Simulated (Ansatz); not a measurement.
**GeH₅ (doublet): from Hartree-Fock to the top rungs at distance H1–H2 along a hydrogen transfer = 1.339 Å, cc-pVDZ**

How much of the correlation energy of GeH₅ (doublet) does each wave-function method recover here?

Computed with Ansatz 0.2.0, Gaussian basis. Level: cc-pVDZ, core rule «outside noble gas», up to 14 orbitals frozen.

The runs, in order: UHF; CCSD(T) on ROHF; CCSD(T) on UHF; BCCD(T) on ROHF; CISD; CCSDT(Q) on ROHF; CCSDT(Q) on UHF; CCSDTQ on ROHF; CASSCF and MRCISD+Q, 3 electrons in 3 orbitals; CASSCF and NEVPT2, 3 electrons in 3 orbitals; CASSCF and MRCISD+Q, 9 electrons in 9 orbitals; CASSCF and NEVPT2, 9 electrons in 9 orbitals.

### Step 1. The geometry

The geometry derives from fragments relaxed apart (PBE0/def2-TZVP) and kept rigid, so it is no stationary point. A hydrogen atom is moved between rigid fragments. No spin-orbit coupling is included. The filled d shell of Ge may be among the frozen orbitals whatever the setting's name suggests; the logs give the count.

6 atoms, charge 0, spin multiplicity 2.

Atoms are counted from 1 here; the program's logs count them from 0.

Bond lengths: H2–Ge3 1.530 Å, Ge3–H4 1.539 Å, Ge3–H5 1.539 Å, Ge3–H6 1.539 Å. Angles: H2–Ge3–H4 107.7°, H2–Ge3–H5 107.7°, H2–Ge3–H6 107.7°, H4–Ge3–H5 111.2°, H4–Ge3–H6 111.2°, H5–Ge3–H6 111.2°.

### Step 2. UHF

Input file in.yaml:

```yaml
crystal:
  periodic: [false, false, false]
  atoms:
    - {symbol: H, position_ang: [-2.830164, 0.000000, -0.000001]}
    - {symbol: H, position_ang: [-1.491164, 0.000000, 0.000000]}
    - {symbol: Ge, position_ang: [0.038836, 0.000000, 0.000000]}
    - {symbol: H, position_ang: [0.507504, -1.465915, 0.000000]}
    - {symbol: H, position_ang: [0.507505, 0.732957, -1.269519]}
    - {symbol: H, position_ang: [0.507504, 0.732957, 1.269520]}
basis:
  gaussian: {orbitals: cc-pVDZ}
magnetization: {spin_polarized: true, initial_magnetization: 1}
hamiltonian: {xc: hf}
output: {orbitals: {seedname: orbitals}}
```

Command:

```
> ansatz run in.yaml --threads 1 --pin off --events-out ev --progress --plain --max-ram 2816MiB --backend cpu
```

Further steps of the session: CCSD(T) on ROHF; CCSD(T) on UHF; BCCD(T) on ROHF; CISD; CCSDT(Q) on ROHF; CCSDT(Q) on UHF; CCSDTQ on ROHF; CASSCF and MRCISD+Q, 3 electrons in 3 orbitals; CASSCF and NEVPT2, 3 electrons in 3 orbitals; CASSCF and MRCISD+Q, 9 electrons in 9 orbitals; CASSCF and NEVPT2, 9 electrons in 9 orbitals.

**Question.** What will the summary of the whole plan be? Wanted: RCCSDTQ below the RHF energy; RMP2 from RCCSDTQ; UMP2 from RCCSDTQ; RCCSD from RCCSDTQ; RCCSD(T) from RCCSDTQ; UCCSD(T) from RCCSDTQ; RCCSDT(Q) from RCCSDTQ; UCCSDT(Q) from RCCSDTQ; NEVPT2 pair from RCCSDTQ.

**Answer**, as computed:

```
                         quantity                                                                                value
     RCCSDTQ below the RHF energy                                                                           -4.2087 eV
                RMP2 from RCCSDTQ                                                                           +963.8 meV
                UMP2 from RCCSDTQ                                                                           +952.9 meV
               RCCSD from RCCSDTQ                                                                            +93.2 meV
            RCCSD(T) from RCCSDTQ                                                                            +19.9 meV
            UCCSD(T) from RCCSDTQ                                                                            +19.6 meV
           RCCSDT(Q) from RCCSDTQ                                                                             +0.5 meV
           UCCSDT(Q) from RCCSDTQ                                                                              0.0 meV
         NEVPT2 pair from RCCSDTQ                                                                           +935.0 meV
      NEVPT2 valence from RCCSDTQ                                                                           +768.9 meV
    MRCISD+Q valence from RCCSDTQ                                                                            +15.6 meV
levels within 1 kcal/mol (43 meV)  RCCSD(T), UCCSD(T), BCCD(T), RCCSDT, UCCSDT, RCCSDT(Q), UCCSDT(Q), MRCISD+Q valence
                    T1 diagnostic                                                                                0.020
   effectively unpaired electrons                                                                                 1.02
```

In words: RCCSD(T) misses by +19.9 meV, 0.5 % of the correlation energy. One determinant dominates. Of the multireference levels listed MRCISD+Q valence comes nearest in total energy (+15.6 meV), which doesn't show that its space is the better one. These misses are within one basis, not against nature; the frozen cores of restricted and unrestricted runs differ, which can shift their rows.
